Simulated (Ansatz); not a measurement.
# BLYP/def2-SVP (core potential) run of InCNClF (SMILES N#[C][In]([F])[Cl])

Aim: the energy change on altering one bond length of InCNClF at BLYP/def2-SVP (core potential), from 2 runs. 

The calculation is run with Ansatz 0.2.0.

127 further runs of the same task are left out: 7 that didn't finish, 120 set aside as unsound or not needed.

## (1) The structure to begin with

The species is InCNClF (5 atoms), meant as a singlet with charge 0. SMILES: `N#[C][In]([F])[Cl]`. The shape is that of a PBE0-D4/def2-TZVP optimisation.

Bond lengths: N1–C2 1.152 Å, C2–In3 2.082 Å, In3–F4 1.924 Å, In3–Cl5 2.280 Å. Angles: N1–C2–In3 178.9°, C2–In3–F4 118.2°, C2–In3–Cl5 125.8°, F4–In3–Cl5 115.9°.

## (2) A single-point energy at BLYP/def2-SVP (core potential)

File job.yaml:

```yaml
crystal:
  periodic: [false, false, false]
  atoms:
    - symbol: "N"
      position_ang: [-1.392600, 1.451400, 1.648800]
    - symbol: C
      position_ang: [-0.781900, 0.784400, 0.934900]
    - symbol: In
      position_ang: [0.330400, -0.389600, -0.376400]
    - symbol: F
      position_ang: [0.434400, -2.280900, -0.039700]
    - symbol: Cl
      position_ang: [1.459700, 0.361000, -2.209100]
basis:
  gaussian:
    orbitals: def2-SVP
hamiltonian:
  xc: {name: BLYP}
accuracy: high
output: {orbitals: {seedname: orbitals}}
```

The run is started by

```sh
ansatz run job.yaml --threads 1 --pin off --max-ram 3480MiB --events-out events.jsonl --progress --plain --runs-dir runs
```

The log of the run:

```text
Warning: RAYON_NUM_THREADS=1 ignored (pool sized by the plan → 1); use --threads N
Functional definition: BLYP
  name "BLYP"
  parameter beta = 0.0042
  parameter a = 0.04918
  parameter b = 0.132
  parameter c = 0.2533
  parameter d = 0.349
  exchange = b88_x(beta = beta)
  correlation = lyp_c(a = a, b = b, c = c, d = d)
1856 factors; integrals over basis functions are off by at most 7.9e-9 eV
mean field evaluation 1: about -22922.5422 eV, gradient 6.2e1 eV
mean field evaluation 2: about -22816.6683 eV, gradient 2.1e2 eV
mean field evaluation 4: about -22929.6261 eV, gradient 2.8e1 eV
mean field evaluation 8: about -22931.2709 eV, gradient 7.6e-1 eV
mean field evaluation 16: about -22931.2675 eV, gradient 4.0e-5 eV
mean field -22931.26749136 eV, -842.7085369360 hartree, gradient 1.3e-8 eV, S^2 0.000000; 0 other end points of the search recorded, 0 dependent functions left out
reference -22931.26754389 eV, -842.7085388667 hartree; 30, 30 occupied and 56, 56 virtual orbitals, 1856 factors
Total energy: -22931.26754389 eV, -842.7085388667 hartree
```

It took 12 s on 1 thread of Arm Neoverse N1, shared host; peak memory 0.21 GiB.

## (3) The distorted shape

File molecule.yaml:

```yaml
basis:
  gaussian:
    orbitals: def2-SVP
crystal:
  periodic: [false, false, false]
  atoms:
    - {symbol: "N", position_ang: [-1.575799, 1.651488, 1.862957]}
    - {symbol: C, position_ang: [-0.781900, 0.784400, 0.934900]}
    - {symbol: In, position_ang: [0.330400, -0.389600, -0.376400]}
    - {symbol: F, position_ang: [0.434400, -2.280900, -0.039700]}
    - {symbol: Cl, position_ang: [1.459700, 0.361000, -2.209100]}
hamiltonian:
  xc: {name: BLYP}
accuracy: high
output: {orbitals: {seedname: orbitals}}
```

The run is started by

```sh
ansatz run molecule.yaml --threads 1 --pin off --max-ram 3480MiB --events-out events.jsonl --progress --plain --runs-dir runs
```

The log of the run, shortened:

```text
Warning: RAYON_NUM_THREADS=1 ignored (pool sized by the plan → 1); use --threads N
[... 9 set-up lines as earlier in the session ...]
1854 factors; integrals over basis functions are off by at most 9.3e-9 eV
mean field evaluation 1: about -22921.7725 eV, gradient 5.5e1 eV
mean field evaluation 2: about -22814.9837 eV, gradient 2.2e2 eV
mean field evaluation 4: about -22921.4266 eV, gradient 5.5e1 eV
mean field evaluation 8: about -22928.2536 eV, gradient 5.2e-1 eV
mean field evaluation 16: about -22928.2528 eV, gradient 3.5e-4 eV
mean field -22928.25279922 eV, -842.5977490433 hartree, gradient 5.7e-8 eV, S^2 0.000000; 0 other end points of the search recorded, 0 dependent functions left out
reference -22928.25285245 eV, -842.5977509995 hartree; 30, 30 occupied and 56, 56 virtual orbitals, 1854 factors
Total energy: -22928.25285245 eV, -842.5977509995 hartree
```

Wall time 12 s (1 thread of Arm Neoverse N1, shared host); peak memory 0.21 GiB.

## (4) Summary of results

At BLYP/def2-SVP (core potential):

```
                                                         quantity          value
                                        first shape: total energy  -842.70854 Eh
                                         first shape: HOMO energy       -7.99 eV
                                         first shape: LUMO energy       -3.35 eV
                                       first shape: HOMO–LUMO gap        4.64 eV
                                    distorted shape: total energy  -842.59775 Eh
                                     distorted shape: HOMO energy       -7.51 eV
                                     distorted shape: LUMO energy       -3.99 eV
                                   distorted shape: HOMO–LUMO gap        3.52 eV
energy change with the N1–C2 bond stretched from 1.152 to 1.498 Å       3.015 eV
```

**Reading.** With the N1–C2 bond stretched from 1.152 to 1.498 Å the energy rises by 3.01 eV (291 kJ/mol). The first shape isn't relaxed at this level, so the change isn't measured from a minimum.
